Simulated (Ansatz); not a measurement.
# Na: the cost of one run

Method: DFT PBEsol, scalar-relativistic, in Ansatz 0.2.0.

### Step 1. The starting structure

The structure is hexagonal, space group P6_3/mmc (No. 194). Conventional cell: a = 3.767 Å, b = 3.767 Å, c = 6.154 Å, α = 90.00°, β = 90.00°, γ = 120.00°. Around Na (site symmetry -6m2) lie 12 Na at 3.77 Å.

Structure file:

```cif
data_structure
_symmetry_space_group_name_H-M 'P 1'
_symmetry_Int_Tables_number 1
_cell_length_a 3.7670
_cell_length_b 3.7670
_cell_length_c 6.1540
_cell_angle_alpha 90.000
_cell_angle_beta 90.000
_cell_angle_gamma 120.000
_cell_volume 75.63
loop_
_atom_site_label
_atom_site_type_symbol
_atom_site_fract_x
_atom_site_fract_y
_atom_site_fract_z
_atom_site_occupancy
Na1 Na 0.33333 0.66667 0.25000 1
Na2 Na 0.66667 0.33333 0.75000 1
```

Atoms are numbered in the order of the input: Na1, Na2.

### Step 2. After the deformation

Space group P6_3/mmc before, P-1 after.

### Step 3. Full-potential LAPW

Contents of input.yaml:

```yaml
crystal:
  lattice:
    - [3.7670009976, -0.018835005, -0.018835005]
    - [-1.8998120916, 3.2717360625, -0.0068940903]
    - [-0.03077, -0.03077, 6.154]
  atoms:
    - { symbol: Na, position: [0.3333333333, 0.6666666667, 0.25] }
    - { symbol: Na, position: [0.6666666667, 0.3333333333, 0.75] }
kpoints:
  mp_grid: { grid: [13, 13, 7] }
  band_path:
    path:
      - [0.0, 0.0, 0.0]
      - [0.0, 0.0, 0.5]
      - [-0.5, 0.5, 0.0]
      - [0.0, 0.0, 0.0]
      - [0.0, -0.5, 0.0]
      - [-0.5, 0.0, 0.5]
      - [0.0, 0.0, 0.0]
      - [-0.5, 0.0, 0.0]
      - [0.0, -0.5, 0.5]
    npoints: 5
scf:
  occupations: { method: fermi_dirac, width: 0.05 }
hamiltonian:
  xc: pbesol
  pseudopotentials: { kind: all_electron, lapw: { basis_error: 0.00025 } }
output:
  forces: true
  stress: true
  eigenvalues: true
```

The run is started by

```
ansatz run input.yaml --threads 1 --pin off --max-ram 3072MiB --backend cpu --events-out ev --progress --plain --runs-dir out
```

Q: Estimate wall time and peak memory on 1 thread of Arm Neoverse V2, shared host.

About 36 s, with a peak of 0.58 GiB.
